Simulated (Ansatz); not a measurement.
# MnHg: the cost of one run

Computed with Ansatz 0.2.0 (DFT, PBE, PAW with Ansatz's default frozen-core files, scalar-relativistic, unless a step's input says otherwise).

### 1 The structure to begin with

Symmetry: P4/mmm, No. 123, tetragonal system. The conventional cell has a = 3.288 Å, b = 3.288 Å, c = 3.313 Å, α = 90.00°, β = 90.00°, γ = 90.00°. Mn (site symmetry 4/mmm) is surrounded by 8 Hg at 2.85 Å. Hg (site symmetry 4/mmm) has 8 Mn at 2.85 Å as nearest neighbours.

As a file:

```cif
data_structure
_symmetry_space_group_name_H-M 'P 1'
_symmetry_Int_Tables_number 1
_cell_length_a 3.2880
_cell_length_b 3.2880
_cell_length_c 6.6260
_cell_angle_alpha 90.000
_cell_angle_beta 90.000
_cell_angle_gamma 90.000
_cell_volume 71.63
loop_
_atom_site_label
_atom_site_type_symbol
_atom_site_fract_x
_atom_site_fract_y
_atom_site_fract_z
_atom_site_occupancy
Mn1 Mn 0.50000 0.50000 0.25000 1
Mn2 Mn 0.50000 0.50000 0.75000 1
Hg1 Hg 0.00000 0.00000 0.00000 1
Hg2 Hg 0.00000 0.00000 0.50000 1
```

In patterns such as +-, the signs follow the magnetic atoms in the order of the input.

Atoms are numbered in the order of the input: Mn1, Mn2, Hg3, Hg4.

### 2 Parallel moments, PAW

Input file input.yaml:

```yaml
crystal:
  lattice:
    - [3.288, 0.0, 0.0]
    - [0.0, 3.288, 0.0]
    - [0.0, 0.0, 6.626]
  atoms:
    - { symbol: Mn, position: [0.5, 0.5, 0.25], spin: 4.0 }
    - { symbol: Mn, position: [0.5, 0.5, 0.75], spin: 4.0 }
    - { symbol: Hg, position: [0.0, 0.0, 0.0] }
    - { symbol: Hg, position: [0.0, 0.0, 0.5] }
magnetization:
  spin_polarized: true
kpoints:
  mp_grid: { grid: [11, 11, 6] }
scf:
  occupations: { method: fermi_dirac, width: 0.05 }
  lower_state_search: "off"
hamiltonian:
  xc: pbe
  pseudopotentials: { kind: paw }
output:
  forces: true
  stress: true
  eigenvalues: true
```

On the command line:

```sh
$ ansatz run input.yaml --threads 2 --pin off --max-ram 6144MiB --backend cpu --events-out ev --progress --plain --runs-dir out
```

Q: Estimate wall time and peak memory on 2 threads of AMD EPYC 9B45 (Zen 5), shared host.

About 5.8 s, with a peak of 0.69 GiB.
